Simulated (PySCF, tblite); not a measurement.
# H10O3SSi4, a small molecule taken as a stand-in for a surface group (silica-backed Si): NMR shifts, core binding energies and electronic excitations

What NMR shifts, core binding energies and electronic excitations should one expect for `[SiH3]O[Si](S)(O[SiH3])O[SiH3]`?

Programs: tblite 0.8.0 and PySCF 2.14.0. All values are calculated, for the isolated system unless a continuum is named. Atoms count from 0, parts from 1.

## 1. Starting point

18 atoms, charge 0, multiplicity 1; geometry: distance geometry start.

## 2. Relaxing the cluster with GFN2-xTB

What the job is given:

```
{"job": {"kind": "relax", "xc": "GFN2-xTB", "basis": "xTB"}, "charge": 0, "multiplicity": 1}
Si    -1.149259    -2.777512     0.086980
O     -0.111439    -1.512740    -0.174301
Si    -0.134714     0.117938    -0.291591
O     -1.235663     0.770399     0.750691
Si    -1.657461     2.235412     1.359053
O      1.349860     0.758357    -0.038388
Si     2.921511     0.391451    -0.365556
S     -0.745830     0.590379    -2.291007
H     -2.210506    -2.764306    -0.936532
H     -1.749589    -2.641710     1.436424
H     -0.398009    -4.055344     0.021852
H     -2.843877     2.073682     2.213196
H     -0.526551     2.783470     2.163607
H     -1.988023     3.176657     0.253172
H      3.093702     0.093540    -1.801805
H      3.336966    -0.767024     0.457120
H      3.770074     1.548746     0.000933
H      0.260058    -0.048895    -2.893949
```

With the program's defaults for keys left out, this is: GFN2-xTB geometry optimisation, gas phase.

On the command line:

```sh
OMP_NUM_THREADS=1 python cluster_run.py task.json out
```

This one command runs all jobs of the session in turn.

**Question.** The jobs that follow are: PBE0-D3(BJ)/def2-SVP geometry optimisation, gas phase; GIAO PBE0/pcSseg-1 NMR shielding, non-relativistic, gas phase; delta-SCF UKS SCAN, pcX-2 on the ionised atom, pcseg-1 elsewhere, spin-free X2C; TDDFT CAM-B3LYP/def2-SVPD, vertical, gas phase, core orbitals frozen in the response. Predict: point group; rotational constants (main isotopes); $^{1}$H shifts against TMS (PBE0/pcSseg-1); $^{29}$Si shifts against TMS (PBE0/pcSseg-1); $^{17}$O shifts against H2O (PBE0/pcSseg-1); $^{33}$S shifts against CS2 (PBE0/pcSseg-1); surface potential, 1st and 99th percentile; O1s binding energies, SCAN/pcX-2; Si2p binding energies, SCAN/pcX-2 (standing for 1 of 4 atoms); S2p binding energies, SCAN/pcX-2; lowest singlet (CAM-B3LYP/def2-SVPD); brightest single state of those computed; lowest triplet; vertical ionisation energy (ΔSCF).

As calculated:

```
                                                     quantity                                                           value
                                                  point group                                                              C1
                         rotational constants (main isotopes)                                            0.69, 0.65, 0.64 GHz
                   $^{1}$H shifts against TMS (PBE0/pcSseg-1)  5.23, 5.21, 5.21, 5.16, 5.14, 5.13, 5.00, 4.99, 4.98, 0.62 ppm
                 $^{29}$Si shifts against TMS (PBE0/pcSseg-1)                                  -38.1, -38.8, -39.0, -55.9 ppm
                  $^{17}$O shifts against H2O (PBE0/pcSseg-1)                                            66.0, 65.6, 56.4 ppm
                  $^{33}$S shifts against CS2 (PBE0/pcSseg-1)                                                        -212 ppm
                        surface potential, 1st and 99th percentile                                              -0.92 V and 1.60 V
                             O1s binding energies, SCAN/pcX-2                              O3 538.09, O1 538.03, O5 538.03 eV
Si2p binding energies, SCAN/pcX-2 (standing for 1 of 4 atoms)                                                   Si2 108.73 eV
                             S2p binding energies, SCAN/pcX-2                                                    S7 169.83 eV
                         lowest singlet (CAM-B3LYP/def2-SVPD)                                     6.23 eV (199 nm), f = 0.012
                     brightest single state of those computed                                     state 2, 6.70 eV, f = 0.035
                                               lowest triplet                                                         5.77 eV
                            vertical ionisation energy (ΔSCF)                                                         9.87 eV
```

**Reading.** Relaxing lowered the energy by 0.468 eV in 4 steps; the close pair that moved most is Si2–O3, from 1.573 to 1.638 Å (PBE0/def2-SVP). No frequency check was run at this level, so the end point may be a saddle. At PBE0/pcSseg-1: The largest span, 239 ppm, is at S7, where the paramagnetic term is -350 ppm. At PBE0/pcSseg-1, counted by nearest atom on the grid, the HOMO lies on S7 80 %; H17 9 %, the LUMO on O1, O3, O5 about 8 % each; 9 H atoms about 6 % each. The O1s levels computed lie within 0.06 eV of one another, too close to rank. The first singlet state (HOMO→LUMO 0.31, HOMO→LUMO+8 0.18) lies at 6.23 eV and is weak; of the 6 states computed, the strongest absorption comes from state 2 at 6.70 eV. The lowest triplet lies 0.45 eV below the lowest singlet (triplets in Tamm-Dancoff, singlets in full TDDFT). ΔSCF puts the ionisation energy at 9.87 eV, 0.91 eV above −ε(HOMO). A capped cluster stands for the solid here, so long-range fields and strain are missing, and bands or shifts of the capping hydrogens have no counterpart in it.
